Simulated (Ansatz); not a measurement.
**C6H4F6O2: basis-set convergence**

How large a basis does C6H4F6O2 need? Two functionals are run in growing sets.

Program: Ansatz 0.2.0, Gaussian basis. Level of theory: one geometry, several basis sets. These are calculated values, not measurements.

Plan: PBE0-D4/def2-SVP; ωB97M-V/def2-SVP; PBE0-D4/def2-QZVPP; ωB97M-V/def2-QZVPP; the functionals' def2-TZVPP values are taken from earlier runs.

1 further run of the same task is left out (it didn't finish).

## 1. The relaxed structure

An earlier PBE0-D4 in a triple-zeta def2 set relaxation fixed the geometry.

18 atoms, charge 0, spin multiplicity 1.

Atoms are counted from 1 here; the program's logs count them from 0.

Bond lengths: C1–C2 1.326 Å, C1–H15 1.084 Å, C1–H16 1.083 Å, C2–C3 1.471 Å, C2–H17 1.083 Å, C3–O4 1.197 Å, C3–O5 1.367 Å, O5–C6 1.401 Å, C6–C7 1.529 Å, C6–C11 1.529 Å, C6–H18 1.094 Å, C7–F8 1.331 Å, C7–F9 1.334 Å, C7–F10 1.329 Å, C11–F12 1.331 Å, C11–F13 1.329 Å, C11–F14 1.334 Å. Angles: C2–C1–H15 120.4°, C2–C1–H16 121.4°, H15–C1–H16 118.2°, C1–C2–C3 120.1°, C1–C2–H17 122.8°, C3–C2–H17 117.1°, C2–C3–O4 127.1°, C2–C3–O5 109.7°, O4–C3–O5 123.2°, C3–O5–C6 116.4°, O5–C6–C7 108.0°, O5–C6–C11 108.0°, O5–C6–H18 110.6°, C7–C6–C11 114.8°, C7–C6–H18 107.7°, C11–C6–H18 107.7°, C6–C7–F8 110.9°, C6–C7–F9 108.9° and more.

## 2. PBE0-D4 in def2-SVP

in.yaml

```yaml
crystal:
  periodic: [false, false, false]
  atoms:
    - {symbol: C, position_ang: [-0.980068, 0.708703, 3.380851]}
    - {symbol: C, position_ang: [-0.696590, -0.053170, 2.333015]}
    - {symbol: C, position_ang: [-0.297988, 0.562630, 1.058162]}
    - {symbol: O, position_ang: [-0.189054, 1.731112, 0.823736]}
    - {symbol: O, position_ang: [-0.055919, -0.412104, 0.131057]}
    - {symbol: C, position_ang: [0.337251, 0.022076, -1.142006]}
    - {symbol: C, position_ang: [1.745238, -0.510510, -1.409918]}
    - {symbol: F, position_ang: [2.193175, -0.094606, -2.592422]}
    - {symbol: F, position_ang: [2.568502, -0.046133, -0.468613]}
    - {symbol: F, position_ang: [1.804139, -1.838142, -1.383816]}
    - {symbol: C, position_ang: [-0.722792, -0.432571, -2.145655]}
    - {symbol: F, position_ang: [-0.426070, -0.011383, -3.373068]}
    - {symbol: F, position_ang: [-0.862808, -1.753935, -2.179445]}
    - {symbol: F, position_ang: [-1.898426, 0.094509, -1.799941]}
    - {symbol: H, position_ang: [-0.920397, 1.788739, 3.305534]}
    - {symbol: H, position_ang: [-1.275347, 0.276817, 4.328988]}
    - {symbol: H, position_ang: [-0.743211, -1.134743, 2.364276]}
    - {symbol: H, position_ang: [0.382767, 1.114111, -1.178835]}
basis:
  gaussian: {orbitals: def2-SVP}
hamiltonian: {xc: pbe0, dispersion: d4}
output: {orbitals: {seedname: orbitals}}
```

After this run come: ωB97M-V in def2-SVP; PBE0-D4 in def2-QZVPP; ωB97M-V in def2-QZVPP.

Q: Predict the results of all the runs planned. Wanted: PBE0-D4: double and triple zeta above quadruple; ωB97M-V: double and triple zeta above quadruple.

**Answer**, as computed:

| quantity | value |
| --- | --- |
| PBE0-D4: double and triple zeta above quadruple | 32.64, 1.32 eV |
| ωB97M-V: double and triple zeta above quadruple | 33.27, 1.24 eV |

For PBE0-D4 the step from double to triple zeta gains 31.32 eV and the next only 1.32 eV. These are total energies; as a rule much of such shifts cancels in differences, which this series doesn't test.
